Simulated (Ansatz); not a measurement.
# Mo: the cost of one run

Program: Ansatz 0.2.0. Level of theory: DFT PBE, scalar-relativistic, plane waves, PAW. These are calculated values, not measurements.

The COD entry's cell or inner coordinates are ideal or old and differ from later refinements, so a difference from it is no clean test against experiment.

### Step 1. Starting point

Symmetry: P2/m, No. 10, monoclinic system. The conventional cell has a = 2.721 Å, b = 4.443 Å, c = 28.262 Å, α = 90.00°, β = 90.00°, γ = 90.00°. Mo (site symmetry m) is surrounded by 5 Mo at 2.72 Å. Mo (site symmetry m) is surrounded by 7 Mo at 2.72 Å. Mo (site symmetry m) has 8 Mo at 2.72 Å as nearest neighbours. Around Mo (site symmetry 2/m) lie 8 Mo at 2.72 Å.

Coordinates:

```xyz
9
Lattice="2.7211 0.0000 0.0000 0.0000 4.4435 0.0000 0.0000 0.0000 28.2617" Properties=species:S:1:pos:R:3 pbc="T T T"
Mo    0.9070    2.2217    9.0000
Mo    1.8140    0.0000   10.2827
Mo    0.0000    2.2217   11.5654
Mo    0.9070    0.0000   12.8481
Mo    1.8140    2.2217   14.1309
Mo    0.0000    0.0000   15.4136
Mo    0.9070    2.2217   16.6963
Mo    1.8140    0.0000   17.9790
Mo    0.0000    2.2217   19.2617
```

Slab cut from the bulk at the bulk's listed lattice constants, lower half held.

### Step 2. Relaxing the atoms

input.yaml reads:

```yaml
crystal:
  lattice:
    - [2.72105182, 0.0, 0.0]
    - [0.0, 4.44345901, 0.0]
    - [0.0, 0.0, 28.2617292424]
  atoms:
    - { symbol: Mo, position: [0.33333333, 0.5, 0.3184518514] }
    - { symbol: Mo, position: [0.66666667, 0.0, 0.363838891] }
    - { symbol: Mo, position: [0.0, 0.5, 0.4092259307] }
    - { symbol: Mo, position: [0.33333333, 0.0, 0.4546129603] }
    - { symbol: Mo, position: [0.66666667, 0.5, 0.5] }
    - { symbol: Mo, position: [0.0, 0.0, 0.5453870397] }
    - { symbol: Mo, position: [0.33333333, 0.5, 0.5907740693] }
    - { symbol: Mo, position: [0.66666667, 0.0, 0.636161109] }
    - { symbol: Mo, position: [0.0, 0.5, 0.6815481486] }
basis:
  ecutwfc: 420.0
  fft_grid_basis: typed
kpoints:
  mp_grid: { grid: [9, 6, 1] }
hamiltonian:
  xc: pbe
scf:
  occupations: { method: gaussian, width: 0.1 }
output:
  forces: true
  eigenvalues: true
efield:
  axis: 3
  dipole_correction: true
  ramp_width: 0.04
relax:
  adjacent_minimum: "off"
  f_tol: 0.04
  max_steps: 40
  constraints: [{ sites: [0, 1, 2, 3] }]
```

Command:

```
ansatz run input.yaml --threads 1 --pin off --max-ram 2211MiB --backend cpu --events-out ev --progress --plain --runs-dir out
```

**Question.** How long does this run take on 1 thread of Intel Xeon 6975P-C (Granite Rapids), shared host, and how much memory does it need?

About 2.3 min, with a peak of 0.77 GiB.
